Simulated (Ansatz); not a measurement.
Here is an Ansatz 0.2.0 calculation.

input.yaml

```yaml
crystal:
  lattice:
    - [2.89515, 0.0, 0.0]
    - [0.0, 2.89515, 0.0]
    - [0.0, 0.0, 2.89515]
  atoms:
    - { symbol: Mg, position: [0.0, 0.0, 0.0] }
    - { symbol: B, position: [0.5, 0.5, 0.5] }
hamiltonian:
  xc: r2scan
  pseudopotentials: { kind: paw }
kpoints:
  mp_grid: { grid: [9, 9, 9] }
scf:
  occupations: { method: fermi_dirac, width: 0.05 }
output:
  forces: true
  stress: true
  eigenvalues: true
relax:
  f_tol: 0.01
  max_steps: 40
  cell: { stress_tol: 0.05, p_target: 5.0 }
```

Potentials or basis: Ansatz PAW.

Command:

```sh
$ ansatz run input.yaml --threads 2 --pin off --max-ram 5632MiB --backend cpu --events-out ev --progress --plain --runs-dir out
```

(1) Predict the band gap on the k mesh.

(2) Estimate the space group after relaxing (to 0.05 Å).

Answers

(1) none (metal or under the smearing width).

(2) Pm-3m (No. 221).
